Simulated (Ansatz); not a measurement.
# The germanium atom: basis-set convergence

How large a basis does the germanium atom need? Two functionals are run in growing sets.

Program: Ansatz 0.2.0, Gaussian basis. Level of theory: one geometry, several basis sets. These are calculated values, not measurements.

Levels to be run: PBE0/def2-SVP; ωB97M-V/def2-SVP; PBE0/def2-QZVPP; ωB97M-V/def2-QZVPP; the functionals' def2-TZVPP values are taken from earlier runs.

## Step 1: The atom

1 atom, charge 0, spin multiplicity 3.

## Step 2: PBE0 in def2-SVP

Contents of in.yaml:

```yaml
crystal:
  periodic: [false, false, false]
  atoms:
    - {symbol: Ge, position_ang: [0.000000, 0.000000, 0.000000]}
basis:
  gaussian: {orbitals: def2-SVP}
magnetization: {spin_polarized: true, initial_magnetization: 2}
hamiltonian: {xc: pbe0}
output: {orbitals: {seedname: orbitals}}
```

After this run come: ωB97M-V in def2-SVP; PBE0 in def2-QZVPP; ωB97M-V in def2-QZVPP.

Before running them: what should the planned runs give, taken together? Wanted: PBE0: double and triple zeta above quadruple; ωB97M-V: double and triple zeta above quadruple.

**Answer**, as computed:

| quantity | value |
| --- | --- |
| PBE0: double and triple zeta above quadruple | 8.31, 1.24 eV |
| ωB97M-V: double and triple zeta above quadruple | 8.25, 1.21 eV |

**Reading.** PBE0 gains 7.08 eV from double to triple zeta, then 1.24 eV more. These are total energies; as a rule much of such shifts cancels in differences, which this series doesn't test.
